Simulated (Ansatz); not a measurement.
Working through an active-space calculation of CH3AlZn, SMILES [CH2]1[AlH][Zn]1

Program: Ansatz 0.2.0, Python API.

Notebook, run cell by cell (the value of a cell's last expression is shown):

```python
from dataclasses import dataclass

import ansatz as az
```

```python
@dataclass(frozen=True)
class Options:
    basis_set: str = "def2-SVP"
```

```python
settings = Options()
```

```python
geometry_ang = [
    ("C", (-0.3864, -0.3536, -0.669)),
    ("Al", (0.5784, 0.3963, 0.8778)),
    ("Zn", (1.2097, 0.1195, -1.3322)),
    ("H", (-0.6814, -1.3391, -0.4746)),
    ("H", (-1.3263, 0.3177, -0.8751)),
    ("H", (0.648, 0.7952, 2.427)),
]
system = az.Crystal.molecule()
for symbol, xyz in geometry_ang:
    system = system.atom(symbol, xyz)
```

```python
job = (
    system.calculation()
    .basis(gaussian=settings.basis_set)
    .correlation(active_electrons=4, active_orbitals=5)
)
for method in [None, "sc_nevpt2"]:
    rep = (job if method is None else job.correlation(method)).run(threads=1, backend="cpu").report
    space = rep["configurations"]
    state = space["states"][0]
    print(method or "casscf", f"total {rep['free_energy_ev'] / 27.211386246:.6f} Ha, active-space state {state['energy']['hartree']:.6f} Ha, mean field {rep['reference_energy_ev'] / 27.211386246:.6f} Ha")
    print("  determinants", state["n_determinants"], " natural occupations", [round(n, 3) for n in space["natural_occupations"]])
print("effectively unpaired electrons, sum of min(n, 2 - n):", round(sum(min(n, 2 - n) for n in space["natural_occupations"]), 3))
```

    casscf total -2058.877522 Ha, active-space state -2058.877522 Ha, mean field -2058.836485 Ha
      determinants 100  natural occupations [1.978, 1.855, 0.12, 0.027, 0.021]
    Warning: the results are in doubt because another end's mean lies 0.075 eV lower, and its corrected mean 0.026 eV higher
    RunWarning: the results are in doubt because another end's mean lies 0.075 eV lower, and its corrected mean 0.026 eV higher
    sc_nevpt2 total -2059.421388 Ha, active-space state -2058.874756 Ha, mean field -2058.836485 Ha
      determinants 100  natural occupations [1.97, 1.86, 0.141, 0.022, 0.006]
    effectively unpaired electrons, sum of min(n, 2 - n): 0.339

Reading the output:
- Total energies depend on the basis set; only differences at equal settings carry meaning.
- Warnings are shown shortened and without file and line.
- The geometry is a force-field or estimated start, not a minimum of this method, and the basis set is short of its limit. The active space starts as a window about the frontier orbitals and is then optimised, not chosen by chemistry.
- A lower CASSCF solution was found and passed over, so the printed active-space state isn't the lowest.
- Finished in 14 s on 1 thread of AMD EPYC 9B45 (Zen 5) (shared host), peak memory 0.23 GiB.

(Lines on the test bed's own set-up are left out of the output.)
